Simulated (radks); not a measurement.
**The first electron to leave Rh⁷⁺**

Aim: remove one electron from each of the outer sub-shells of Rh⁷⁺ ([Kr] 4d2) in turn, let the ion relax, and find the cheapest removal. The parent's configuration is the lowest that an earlier search found at this level.

Program: radks (a radial shooting solver on a logarithmic mesh, Libxc functionals) version 1. Level of theory: scalar-relativistic Kohn-Sham, PBEsol, spin-polarised, spherical densities, finite nucleus; open shells are filled with parallel spins first. These are calculated values, not measurements, unless marked.

4 further runs of the same task are left out: 4 set aside as unsound or not needed.

**1. The system**

```
element            : rhodium (Z = 45)
charge             : +7
electrons          : 38
configuration      : [Kr] 4d2
nuclear rms radius : 4.4945 fm
```

The outer shells:

Rh⁷⁺
```
[Kr] core
4d [↑ ][↑ ][  ][  ][  ]
```

**2. The parent, Rh⁷⁺**

The parent was computed earlier with the same settings: E = -4768.999163 hartree. Its outer levels (eV):

```tsv
level	occupation	energy (eV)
3d up	5	-417.12
3d down	5	-416.66
4s up	1	-192.14
4s down	1	-189.95
4p up	3	-158.18
4p down	3	-155.91
4d up	2	-107.14
4d down	0	-104.82
```

**3. Remove 4d: [Kr] 4d1**

The run's settings:

```text
Z 45
configuration [Kr] 4d1
relativity scalar-relativistic
functional pbe_sol,pbe_sol
spin polarised
nucleus finite rms 4.4945 fm
c 137.035999084
```

**4. Remove 4p: [Ar] 3d10 4s2 4p5 4d2**

Input: that of step 3 with these lines changed.

```diff
@@ -1,3 +1,3 @@
 Z 45
-configuration [Kr] 4d1
+configuration [Ar] 3d10 4s2 4p5 4d2
 relativity scalar-relativistic
```

**5. Remove 4s: [Ar] 3d10 4s1 4p6 4d2**

The run's settings:

```text
Z 45
configuration [Ar] 3d10 4s1 4p6 4d2
relativity scalar-relativistic
functional pbe_sol,pbe_sol
spin polarised
nucleus finite rms 4.4945 fm
c 137.035999084
```

**6. Remove 3d: [Ar] 3d9 4s2 4p6 4d2**

The run's settings:

```text
Z 45
configuration [Ar] 3d9 4s2 4p6 4d2
relativity scalar-relativistic
functional pbe_sol,pbe_sol
spin polarised
nucleus finite rms 4.4945 fm
c 137.035999084
```

Q: Predict the outcome of this session. Wanted: for each run, case; final configuration; Δ-SCF; −ε of the level emptied.

**Answer**, as computed:

```tsv
case	final configuration	Δ-SCF (eV)	−ε of the level emptied (eV)
remove 4d	[Kr] 4d1	116.32	107.14
remove 4p	[Ar] 3d10 4s2 4p5 4d2	165.99	155.91
remove 4s	[Ar] 3d10 4s1 4p6 4d2	200.60	189.95
remove 3d	[Ar] 3d9 4s2 4p6 4d2	439.61	416.66
```

**Reading.** The 4d electron leaves first, at 116.32 eV; the next cheapest, 4p, costs 165.99 eV. 4d is also the highest occupied level of the parent. NIST lists 115 eV (theoretical), between the same two configurations. Open shells are spherical and high-spin; term and fine-structure splittings are not resolved.
